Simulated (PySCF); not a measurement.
# CH6F2P2Si: the cost of one run

Programs: PySCF 2.14.0, with density-fitted response routines of our own. Each step states its level of theory. These are calculated values for one molecule in the gas phase, unless marked as measured. Atoms are numbered from 0 throughout.

### Step 1. The starting structure

12 atoms, charge 0, multiplicity 1; geometry from: GFN2-xTB. The atoms were then displaced at random by about 0.01 Å, so the start is not that level's minimum.

Bonds of the start (Å): F0–C1 1.39, C1–F2 1.37, C1–Si3 1.91, Si3–P4 2.27, Si3–P5 2.26, C1–H6 1.10, Si3–H7 1.46, P4–H8 1.42, P4–H9 1.38, P5–H10 1.39, P5–H11 1.39.

### Step 2. Optimising the geometry at PBE0-D3(BJ)/def2-SVP

What the job is given:

```
{"job": {"xc": "PBE0", "basis": "def2-SVP", "d3": "d3bj", "grid": 1, "shake": 0.01, "kind": "geom"}, "charge": 0, "multiplicity": 1}
F      2.559290    -0.333410     0.759940
C      1.600540     0.552850     0.280080
F      1.114190     1.234640     1.358080
Si     0.184250    -0.410020    -0.566370
P     -1.125770     1.213660    -1.472450
P     -0.586370    -1.808650     1.037660
H      2.135940     1.284820    -0.351060
H      0.800120    -1.162020    -1.656600
H     -1.577230     1.712620    -0.224450
H     -2.241260     0.413280    -1.620340
H     -1.874640    -1.929520     0.526490
H     -0.949380    -0.796540     1.920000
```

Run with:

```
> OMP_NUM_THREADS=1 python probes_run.py task.json out
```

The driver reads the jobs from task.json and runs them one after another.

Q: Estimate the wall time and peak memory of this first job on 1 thread of Arm Neoverse V1, shared host.

About 70 s, with a peak of 0.54 GiB.
